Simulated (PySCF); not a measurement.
# CH3AlBr2: the cost of one run

The runs use PySCF 2.14.0, with density-fitted response routines of our own; the level of theory stands in each step. All values are computed, except where a source is named. Atoms are numbered from 0 throughout.

## (1) The starting structure

7 atoms, charge 0, multiplicity 1; geometry from: GFN2-xTB. The atoms were then displaced at random by about 0.01 Å, so the start is not that level's minimum.

Bonds of the start (Å): C0–Al1 1.95, Al1–Br2 2.26, Al1–Br3 2.28, C0–H4 1.12, C0–H5 1.08, C0–H6 1.09.

## (2) Geometry optimisation at PBE0-D3(BJ)/def2-SVP

The job: settings as JSON, then the geometry in Å.

```
{"job": {"xc": "PBE0", "basis": "def2-SVP", "d3": "d3bj", "grid": 1, "shake": 0.01, "kind": "geom"}, "charge": 0, "multiplicity": 1}
C     -0.986580    -0.046910     0.047110
Al     0.958870     0.025190    -0.050210
Br     2.083660     1.978780    -0.137500
Br     2.223940    -1.867370    -0.081050
H     -1.444000     0.975890     0.075870
H     -1.365930    -0.565300     0.919310
H     -1.436000    -0.529400    -0.823450
```

Launch:

```
OMP_NUM_THREADS=1 python probes_run.py task.json out
```

One launch serves the whole session: the jobs run in the order shown.

**Question.** How long does this first job take on 1 thread of Arm Neoverse V1, shared host, and how much memory does it need?

About 40 s, with a peak of 0.47 GiB.
